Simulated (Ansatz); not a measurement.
Input of an Ansatz 0.2.0 run:

The input input.yaml:

```yaml
crystal:
  lattice:
    - [-2.025333, 2.025333, 4.0566]
    - [2.025333, -2.025333, 4.0566]
    - [2.025333, 2.025333, -4.0566]
  atoms:
    - { symbol: Au, position: [0.0, 0.0, 0.0] }
    - { symbol: Al, position: [0.5, 0.5, 0.0] }
    - { symbol: Al, position: [0.25, 0.75, 0.5] }
    - { symbol: Al, position: [0.75, 0.25, 0.5] }
hamiltonian:
  xc: pbe
  pseudopotentials: { kind: nc, accuracy: standard }
kpoints:
  mp_grid: { grid: [9, 9, 9] }
scf:
  occupations: { method: fermi_dirac, width: 0.05 }
output:
  forces: true
  stress: true
  eigenvalues: true
  write_density: true
  write_potential: true
  elf: true
  volumetric_format: npy
```

Potentials or basis: PseudoDojo standard (PBE files).

Launch:

```sh
$ ansatz run input.yaml --threads 2 --pin off --max-ram 5632MiB --backend cpu --events-out ev --progress --plain --runs-dir out
```

Q: Predict the band gap on the k mesh.

A: None (metal or under the smearing width).

Q: Estimate the pressure.

A: 0.1 GPa.

Stress tensor (GPa, compression positive):
```
 0.26  0.00  0.00
 0.00  0.26  0.00
 0.00  0.00 -0.15
```

Spin-orbit coupling is left out, which matters for the levels of Au.
